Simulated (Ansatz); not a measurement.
# CH6FGeN: up Jacob's ladder to CCSD(T)

An exercise on one series of results from a longer session: the logs are not shown, and one member is left open.

The runs use Ansatz 0.2.0, Gaussian basis; functionals in def2-TZVPP, the program's frozen cores in correlated methods.

Levels to be run: LDA (SPW92), PBE-D4, revPBE-D4, BLYP-D4, r2SCAN-D4, B97M-V, PBE0-D4, B3LYP-D4, r2SCANh-D4, r2SCAN0-D4, HSE06-D4, BHLYP-D4, CAM-B3LYP-D4, LC-ωPBE, ωB97X-V, ωB97M-V, B2PLYP, PBE-QIDH; CCSD(T)/def2-SVP; CCSD(T)/def2-TZVPP; MP2/def2-QZVPP; extrapolation to the limit; RPA on PBE.

## The geometry

All runs share one geometry, relaxed beforehand with PBE0-D4 in a triple-zeta def2 set.

SMILES `[CH3][GeH]([NH2])[F]`, 10 atoms, charge 0, spin multiplicity 1.

Atoms are counted from 1 here; the program's logs count them from 0.

Bond lengths: C1–Ge2 1.931 Å, C1–H5 1.090 Å, C1–H6 1.091 Å, C1–H7 1.091 Å, Ge2–N3 1.817 Å, Ge2–F4 1.757 Å, Ge2–H8 1.534 Å, N3–H9 1.010 Å, N3–H10 1.010 Å. Angles: Ge2–C1–H5 110.0°, Ge2–C1–H6 109.7°, Ge2–C1–H7 110.3°, H5–C1–H6 108.6°, H5–C1–H7 109.2°, H6–C1–H7 109.0°, C1–Ge2–N3 110.4°, C1–Ge2–F4 105.4°, C1–Ge2–H8 117.1°, N3–Ge2–F4 110.7°, N3–Ge2–H8 108.4°, F4–Ge2–H8 104.6°, Ge2–N3–H9 115.8°, Ge2–N3–H10 115.9°, H9–N3–H10 109.3°.

Geometry (Å):

```
C    -0.85805    1.18345   -0.17536
Ge    0.06195   -0.49019   -0.46280
N     1.40695   -0.68731    0.74283
F    -1.15674   -1.73681   -0.24351
H    -1.69591    1.27183   -0.86700
H    -1.24354    1.22058    0.84462
H    -0.17658    2.02108   -0.32789
H     0.62862   -0.74428   -1.86591
H     1.96582   -1.52246    0.64592
H     1.15078   -0.56698    1.71219
```

The first run:

Input file in.yaml:

```yaml
crystal:
  periodic: [false, false, false]
  atoms:
    - {symbol: C, position_ang: [-0.858050, 1.183454, -0.175356]}
    - {symbol: Ge, position_ang: [0.061948, -0.490192, -0.462797]}
    - {symbol: N, position_ang: [1.406950, -0.687312, 0.742834]}
    - {symbol: F, position_ang: [-1.156737, -1.736815, -0.243512]}
    - {symbol: H, position_ang: [-1.695913, 1.271830, -0.867003]}
    - {symbol: H, position_ang: [-1.243542, 1.220578, 0.844624]}
    - {symbol: H, position_ang: [-0.176585, 2.021076, -0.327890]}
    - {symbol: H, position_ang: [0.628621, -0.744281, -1.865913]}
    - {symbol: H, position_ang: [1.965822, -1.522462, 0.645919]}
    - {symbol: H, position_ang: [1.150783, -0.566976, 1.712195]}
basis:
  gaussian: {orbitals: def2-TZVPP}
hamiltonian: {xc: lda}
output: {orbitals: {seedname: orbitals}}
```

Started as:

```sh
> ansatz run in.yaml --threads 4 --pin off --events-out ev --progress --plain --max-ram 10444MiB
```

Steps of the session up to this table: LDA; PBE-D4 (GGA); revPBE-D4 (GGA); BLYP-D4 (GGA); r2SCAN-D4 (meta-GGA); B97M-V (meta-GGA); PBE0-D4 (hybrid); B3LYP-D4 (hybrid); r2SCANh-D4 (hybrid); r2SCAN0-D4 (hybrid); HSE06-D4 (hybrid); BHLYP-D4 (hybrid); CAM-B3LYP-D4 (range-separated); LC-ωPBE (range-separated); ωB97X-V (range-separated); ωB97M-V (range-separated); B2PLYP (double hybrid); PBE-QIDH (double hybrid).

One of the session's tables, all rows but one given; the rest of the session is left out.

It belongs to the step «Orbital energies across the functionals». 

| functional | HOMO (eV) | LUMO (eV) | gap (eV) |
| --- | --- | --- | --- |
| LDA (SPW92) | -6.51 | -0.24 | 6.27 |
| PBE-D4 | -6.33 | -0.09 | 6.24 |
| revPBE-D4 | -6.26 | -0.02 | 6.24 |
| BLYP-D4 | ? | ? | ? |
| r2SCAN-D4 | -6.66 | 0.55 | 7.20 |
| B97M-V | -6.75 | 0.11 | 6.86 |
| PBE0-D4 | -7.84 | 0.76 | 8.61 |
| B3LYP-D4 | -7.58 | 0.40 | 7.98 |
| r2SCANh-D4 | -7.22 | 0.82 | 8.05 |
| r2SCAN0-D4 | -8.08 | 1.20 | 9.28 |
| HSE06-D4 | -7.43 | 0.40 | 7.83 |
| BHLYP-D4 | -9.28 | 1.38 | 10.65 |
| CAM-B3LYP-D4 | -9.32 | 1.53 | 10.85 |
| LC-ωPBE | -10.76 | 2.88 | 13.64 |
| ωB97X-V | -10.37 | 2.66 | 13.02 |
| ωB97M-V | -10.27 | 2.21 | 12.49 |

**Question.** Estimate the row for BLYP-D4.

Worked estimate for «HOMO (eV)». Against the share of exact exchange, B3LYP-D4 (0.2, -7.58), BHLYP-D4 (0.5, -9.28) give a slope of -5.67 per unit share; at 0 the line stands at -6.45.

As computed: HOMO (eV): -6.21; LUMO (eV): -0.13; gap (eV): 6.08. In «HOMO (eV)» the line misses by -0.24.
